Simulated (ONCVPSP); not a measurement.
# Ge: generating and testing an ONCV potential

Task: generate the file, and judge it by its errors in other configurations, its logarithmic derivatives, its ghosts and its cutoff.

Method: ONCVPSP 4.0.1.1 (patched build), PBE, scalar-relativistic.

## 1. The atom and the settings

The settings as typed:

- element: germanium (Ge, Z = 32)
- type: optimised norm-conserving Vanderbilt (ONCV)
- frozen core: [Ar] 3d10
- valence charge: 4
- reference configuration: 4s2 4p2
- partial waves: 4s: rc 1.55 bohr, ncon 4, nbas 7, qcut 3.6 1/bohr, 2 projectors, debl 2.7 Ha; 4p: rc 1.80 bohr, ncon 3, nbas 7, qcut 4.9 1/bohr, 3 projectors, debl 0.9 Ha; d scattering state at 0.26 Ha: rc 1.70 bohr, ncon 4, nbas 8, qcut 5 1/bohr, 2 projectors, debl 0.5 Ha
- local potential: polynomial inside 1.35 bohr (lpopt 5, dvloc0 0 Ha)
- core correction: not asked for

## 2. Generation

Ge.dat

```
# ATOM AND REFERENCE CONFIGURATION
# atsym  z   nc   nv     iexc    psfile
  Ge 32.00    6    2        4      upf
#
#   n    l    f
    1    0    2.00
    2    0    2.00
    2    1    6.00
    3    0    2.00
    3    1    6.00
    3    2   10.00
    4    0    2.00
    4    1    2.00
#
# PSEUDOPOTENTIAL AND OPTIMIZATION
# lmax
    2
#
#   l,   rc,      ep,       ncon, nbas, qcut
    0    1.55    0.00    4    7    3.60
    1    1.80    0.00    3    7    4.90
    2    1.70    0.26    4    8    5.00
#
# LOCAL POTENTIAL
# lloc, lpopt,  rc(5),   dvloc0
    4    5    1.35    0.00
#
# VANDERBILT-KLEINMAN-BYLANDER PROJECTORs
# l, nproj, debl
    0    2    2.70
    1    3    0.90
    2    2    0.50
#
# MODEL CORE CHARGE
# icmod, fcfact, rcfact
    0    0.00    0.00
#
# LOG DERIVATIVE ANALYSIS
# epsh1, epsh2, depsh
   -2.00    5.00    0.02
#
# OUTPUT GRID
# rlmax, drl
    6.00    0.01
#
# TEST CONFIGURATIONS
# ncnf
    4
# nvcnf
#   n    l    f
    2
    4    0    2.00
    4    1    1.00
#
    2
    4    0    2.00
    4    1    0.00
#
    2
    4    0    1.00
    4    1    0.00
#
    2
    4    0    2.00
    4    1    1.50
#
```

Command:

```sh
$ oncvpsp.x < Ge.dat > Ge.out
```

The output, Ge.out (without the consistency checks and plot data):

```text
ONCVPSP  (Optimized Norm-Conservinng Vanderbilt PSeudopotential)
scalar-relativistic version 4.0.1.1, modified

#   n    l    f        energy (Ha)
    1    0    2.00    -4.0281571E+02
    2    0    2.00    -5.0412488E+01
    2    1    6.00    -4.4051811E+01
    3    0    2.00    -6.1919266E+00
    3    1    6.00    -4.2489733E+00
    3    2   10.00    -1.0771536E+00
    4    0    2.00    -4.3112376E-01
    4    1    2.00    -1.4315416E-01

Reference configufation results
  iterations    25
  all-electron total energy (Ha)   -2.09883316D+03

Begin loop to  construct optimized pseudo wave functions
and semi-local pseudopoentials for all angular momenta

   Wellstate for l =  0  n =  6
     eigenvalue =   2.2689
     asymptotic potential =   2.7689
     half-point radius =  3.6173

Calculating optimized projector #   1

 for l=   0

    Fraction of norm inside rc  0.251135
    Optimizing pswf for qcut=   3.60 a_B^-1,  ecut=   6.50 Ha
    Residual kinetic energy error=  5.25D-03 Ha

    Energy error per electron        Cutoff
         Ha          eV             Ha
         0.01000     0.27211        5.60
         0.00100     0.02721       14.53
         0.00010     0.00272       36.45
         0.00001     0.00027       45.01

Calculating optimized projector #   2

 for l=   0

    Fraction of norm inside rc  0.097411
    Optimizing pswf for qcut=   3.60 a_B^-1,  ecut=   6.50 Ha
    Residual kinetic energy error=  3.31D-02 Ha

    Energy error per electron        Cutoff
         Ha          eV             Ha
         0.01000     0.27211        8.69
         0.00100     0.02721       56.31
         0.00010     0.00272       71.88
         0.00001     0.00027       93.53

   Wellstate for l =  1  n =  5
     eigenvalue =   0.7568
     asymptotic potential =   1.2568
     half-point radius =  4.2522

   Wellstate for l =  1  n =  6
     eigenvalue =   1.6568
     asymptotic potential =   2.1568
     half-point radius =  4.5924

Calculating optimized projector #   1

 for l=   1

    Fraction of norm inside rc  0.180211
    Optimizing pswf for qcut=   4.91 a_B^-1,  ecut=  12.06 Ha
    Residual kinetic energy error=  1.73D-05 Ha

    Energy error per electron        Cutoff
         Ha          eV             Ha
         0.01000     0.27211        1.89
         0.00100     0.02721        7.03
         0.00010     0.00272       10.20
         0.00001     0.00027       14.42

Calculating optimized projector #   2

 for l=   1

    Fraction of norm inside rc  0.180564
    Optimizing pswf for qcut=   4.91 a_B^-1,  ecut=  12.06 Ha
    Residual kinetic energy error=  1.21D-04 Ha

    Energy error per electron        Cutoff
         Ha          eV             Ha
         0.01000     0.27211        2.98
         0.00100     0.02721        8.23
         0.00010     0.00272       16.53
         0.00001     0.00027       69.60

Calculating optimized projector #   3

 for l=   1

    Fraction of norm inside rc  0.118336
    Optimizing pswf for qcut=   4.91 a_B^-1,  ecut=  12.06 Ha
    Residual kinetic energy error=  6.65D-04 Ha

    Energy error per electron        Cutoff
         Ha          eV             Ha
         0.01000     0.27211        5.75
         0.00100     0.02721       11.08
         0.00010     0.00272       62.43
         0.00001     0.00027      115.06

   Wellstate for l =  2  n =  4
     eigenvalue =   0.2600
     asymptotic potential =   0.7600
     half-point radius =  5.6529

   Wellstate for l =  2  n =  5
     eigenvalue =   0.7600
     asymptotic potential =   1.2600
     half-point radius =  5.8824

Calculating optimized projector #   1

 for l=   2

    Fraction of norm inside rc  0.039934
    Optimizing pswf for qcut=   4.99 a_B^-1,  ecut=  12.46 Ha
    Residual kinetic energy error=  1.05D-02 Ha

    Energy error per electron        Cutoff
         Ha          eV             Ha
         0.01000     0.27211       12.79
         0.00100     0.02721       69.84
         0.00010     0.00272       83.89
         0.00001     0.00027      116.48

Calculating optimized projector #   2

 for l=   2

    Fraction of norm inside rc  0.065518
    Optimizing pswf for qcut=   4.99 a_B^-1,  ecut=  12.46 Ha
    Residual kinetic energy error=  1.05D-02 Ha

    Energy error per electron        Cutoff
         Ha          eV             Ha
         0.01000     0.27211       17.50
         0.00100     0.02721       96.74
         0.00010     0.00272      111.58
         0.00001     0.00027      163.59

Construct Vanderbilt / Kleinmman-Bylander projectors

B matrix Hermiticity error, ll=   0
   1   2   -1.6012E-04

  Orthonormal projector coefficients  9.6639E+00  1.7785E+00

B matrix Hermiticity error, ll=   1
   1   2    3.5941E-05
   1   3   -6.8987E-05
   2   3    4.0998E-05

  Orthonormal projector coefficients -1.8829E+01  3.7952E+00  5.5644E-01

B matrix Hermiticity error, ll=   2
   1   2    9.6229E-06

  Orthonormal projector coefficients -2.3158E+01  6.2958E+00

Pseudoatom total energy   -3.772432

Diagnostic tests using Vanderbilt-Kleinman-Bylander pseudopotentials
  1 or more projectors used as specified by nproj input data

   l    rcore       rmatch      e in        delta e   norm test  slope test

   0   1.5571661   1.6044450  -0.4311238  -0.0000014   1.0000299   1.0000112
   0   1.5571661   1.6044450   2.2688762   0.0000049   1.0003686   1.0003686

   1   1.8083582   1.8632638  -0.1431542   0.0000039   1.0000205   0.9999653
   1   1.8083582   1.8632638   0.7568458   0.0001304   1.0000657   1.0000657
   1   1.8083582   1.8632638   1.6568458   0.0001907   1.0001935   1.0001935

   2   1.7033529   1.7550704   0.2600000   0.0000097   1.0002216   1.0002216
   2   1.7033529   1.7550704   0.7600000   0.0000162   1.0001318   1.0001318

 Testing for bound ghosts
   n   l    E NL Schr. Eq   E Basis Diag.   E Cutoff

   1   0       -0.431125       -0.417372     76.73

       1                       -2.835225     91.82  WARNING - GHOST(-)
   2   1       -0.143150       -0.117963     91.82

       2                       -0.889716    117.30  WARNING - GHOST(-)

 Testing for highly-localized positive-energy ghosts
       l    <radius>/rc     E Basis Diag.   E Cutoff

       0        0.477329        3.722484     76.73  WARNING - GHOST(+)

       2        0.967782       63.713593    117.30  WARNING - GHOST(+)

Test configuration 0

   n   l     f        eae           eps        diff
   1   0  2.0000 -402.81570560
   2   0  2.0000  -50.41248757
   2   1  6.0000  -44.05181077
   3   0  2.0000   -6.19192659
   3   1  6.0000   -4.24897334
   3   2 10.0000   -1.07715362
   4   0  2.0000   -0.43112376   -0.43112517   -1.42D-06
   4   1  2.0000   -0.14315416   -0.14315026    3.90D-06

    Total energies and differences
      AE_ref= -2.09883316D+03  AE_tst= -2.09883316D+03  dif=  0.00D+00
      PS_ref= -3.77243225D+00  PS_tst= -3.77243225D+00  dif= -4.44D-15
      PSP excitation error=  4.44D-15

Test configuration 1

   n   l     f        eae           eps        diff
   1   0  2.0000 -403.15060002
   2   0  2.0000  -50.74465659
   2   1  6.0000  -44.38432619
   3   0  2.0000   -6.52362329
   3   1  6.0000   -4.58069972
   3   2 10.0000   -1.40818962
   4   0  2.0000   -0.72980429   -0.73038523   -5.81D-04
   4   1  1.0000   -0.41315242   -0.41337689   -2.24D-04

    Total energies and differences
      AE_ref= -2.09883316D+03  AE_tst= -2.09855959D+03  dif=  2.74D-01
      PS_ref= -3.77243225D+00  PS_tst= -3.49873885D+00  dif=  2.74D-01
      PSP excitation error= -1.23D-04

Test configuration 2

   n   l     f        eae           eps        diff
   1   0  2.0000 -403.55957955
   2   0  2.0000  -51.14734444
   2   1  6.0000  -44.78776752
   3   0  2.0000   -6.92516083
   3   1  6.0000   -4.98220147
   3   2 10.0000   -1.80786425
   4   0  2.0000   -1.07491036   -1.07551409   -6.04D-04

    Total energies and differences
      AE_ref= -2.09883316D+03  AE_tst= -2.09799220D+03  dif=  8.41D-01
      PS_ref= -3.77243225D+00  PS_tst= -2.93114268D+00  dif=  8.41D-01
      PSP excitation error= -3.36D-04

Test configuration 3

   n   l     f        eae           eps        diff
   1   0  2.0000 -404.08879965
   2   0  2.0000  -51.66384468
   2   1  6.0000  -45.30535013
   3   0  2.0000   -7.44173834
   3   1  6.0000   -5.49827965
   3   2 10.0000   -2.31871468
   4   0  1.0000   -1.48670540   -1.47567435    1.10D-02

    Total energies and differences
      AE_ref= -2.09883316D+03  AE_tst= -2.09671363D+03  dif=  2.12D+00
      PS_ref= -3.77243225D+00  PS_tst= -1.65566715D+00  dif=  2.12D+00
      PSP excitation error=  2.76D-03

Test configuration 4

   n   l     f        eae           eps        diff
   1   0  2.0000 -402.97252862
   2   0  2.0000  -50.56834206
   2   1  6.0000  -44.20779277
   3   0  2.0000   -6.34761581
   3   1  6.0000   -4.40468137
   3   2 10.0000   -1.23263510
   4   0  2.0000   -0.57328375   -0.57351182   -2.28D-04
   4   1  1.5000   -0.27134665   -0.27142110   -7.45D-05

    Total energies and differences
      AE_ref= -2.09883316D+03  AE_tst= -2.09873018D+03  dif=  1.03D-01
      PS_ref= -3.77243225D+00  PS_tst= -3.66943395D+00  dif=  1.03D-01
      PSP excitation error= -2.65D-05
```

Run time: 5 s. Hardware: 1 thread of Neoverse-N1, shared host.

All-electron and pseudo partial waves u(r) = r·R(r), from the program's wave files:

```tsv
r (bohr)	4p AE	4p PS
0.090	0.1419	0.0019
0.180	0.0789	0.0076
0.270	-0.0805	0.0173
0.360	-0.1996	0.0312
0.450	-0.2456	0.0495
0.540	-0.2301	0.0726
0.630	-0.1746	0.1005
0.720	-0.0971	0.1331
0.810	-0.0106	0.1700
0.900	0.0770	0.2105
0.990	0.1607	0.2537
1.080	0.2379	0.2985
1.170	0.3074	0.3438
1.260	0.3687	0.3884
1.350	0.4219	0.4310
1.440	0.4674	0.4707
1.530	0.5057	0.5065
1.620	0.5374	0.5374
1.710	0.5631	0.5631
1.800	0.5833	0.5833
1.890	0.5985	0.5985
1.980	0.6094	0.6093
2.070	0.6162	0.6162
2.160	0.6196	0.6196
2.250	0.6199	0.6199
2.340	0.6176	0.6176
```

## 3. Transferability, from the output's test configurations

Excitation and ionisation energies from 4s2 4p2, with the error of the potential.

```csv
valence configuration,charge,ΔE all-electron (eV),error AE − PS (meV)
4s2 4p1,+1,7.444,-3.3
4s2 4p0,+2,22.884,-9.1
4s1 4p0,+3,57.675,+75
4s2 4p1.5,+0.5,2.802,-0.7
```

## 4. Does it scatter like the atom?

Taken from the files of the generation run. The phase is arctan(r·R′/R) of the radial function R, unwrapped, with energies in Ha. A pole is an energy at which the radial function vanishes at the test radius. The pseudo phase is shifted by a multiple of π to meet the all-electron one at the reference energy. Levels narrower than the energy grid can be missing from the poles. The last column is the largest difference on the grid between −0.5 and +0.5 Ha.

| channel | radius (bohr) | reference (Ha) | poles AE | poles PS | window around the reference with phases within 0.05 rad (Ha) | largest difference near zero (rad) |
| --- | --- | --- | --- | --- | --- | --- |
| s | 1.58 | -0.43 | 3.32 | 3.25, 3.98 | below 3.6 | 0.001 |
| p | 1.83 | -0.14 | 2.50 | 2.50 | the whole range | 0.000 |
| d | 1.72 | 0.26 | -0.95, 4.50 | -0.81 | -0.7 to 4.3 | 0.007 |

Phases (rad) along the scan:

```tsv
E (Ha)	d AE	d PS	p AE	p PS
-1.98	1.117	1.193	1.129	1.131
-1.62	0.958	1.119	1.045	1.046
-1.26	-0.063	0.914	0.913	0.913
-0.90	-1.640	-1.263	0.683	0.683
-0.54	-1.878	-1.855	0.260	0.260
-0.18	-2.028	-2.026	-0.359	-0.359
0.18	-2.204	-2.204	-0.855	-0.855
0.54	-2.477	-2.477	-1.132	-1.132
0.90	-2.936	-2.936	-1.289	-1.289
1.26	-3.529	-3.526	-1.388	-1.388
1.62	-3.976	-3.967	-1.457	-1.457
1.98	-4.232	-4.218	-1.510	-1.510
2.34	-4.383	-4.364	-1.554	-1.554
2.70	-4.481	-4.458	-1.592	-1.592
3.06	-4.549	-4.522	-1.629	-1.629
3.42	-4.602	-4.569	-1.667	-1.667
3.78	-4.644	-4.605	-1.710	-1.709
4.14	-4.680	-4.633	-1.762	-1.760
4.50	-4.712	-4.657	-1.832	-1.828
4.86	-4.743	-4.677	-1.939	-1.929
```

## 5. Convergence and ghost test

Read off the output, the cutoffs (Ha) at which the residual kinetic energy of the hardest occupied pseudo-wave falls to 1 and 0.1 mHa per electron: 15 Ha and 36 Ha.

The program's own ghost test: GHOST(-) flagged for p at -77.2 eV, d at -24.2 eV; GHOST(+) flagged for s at 101.3 eV, d at 1733.7 eV.

Cutoff (Ha) at which the first wave of each channel reaches a given error (Ha per electron):

```tsv
error	s	p	d
1.0e-02	5.6	1.9	12.8
3.2e-03	7.3	3.5	34.4
1.0e-03	14.5	7.0	69.8
3.2e-04	26.9	8.7	78.5
1.0e-04	36.5	10.2	83.9
3.2e-05	41.1	11.5	100.8
1.0e-05	45.0	14.4	116.5
```

## 6. Outcome

| quantity | value |
| --- | --- |
| cutoffs for 1 and 0.1 mHa per electron, occupied waves | 15 Ha and 36 Ha |
| bound ghosts | p at -77.15 eV, d at -24.21 eV |
| GHOST(+) flags | s at 101 eV, d at 1734 eV |
| largest test error (AE − PS) | +75 meV, for 4s1 4p0 |
| largest phase difference near zero energy, channels read | 0.007 rad |

A bound ghost (p, d) makes it unfit for use: electrons can fall into a state that the atom doesn't have. The worst unpolarised test, 4s1 4p0, is off by 75 meV on 57.7 eV; by total energies transferability rates as fair. That test lies far up in energy; among those under 40 eV, nearer to bonding, the largest error is 9.1 meV. By its cutoff, 15 Ha for the looser tolerance, it is soft on the atom at that tolerance. The tighter tolerance needs 36 Ha, and converged work needs a cutoff nearer that. At the looser tolerance the 4s wave is the slowest; 4p needs 7 Ha. That counts occupied waves only; other projectors can need more. Near zero energy the phases of the channels with partial waves agree within 0.007 rad. The program also flags highly localised states, GHOST(+) (s, d). All of this concerns the isolated atom, not yet a solid.
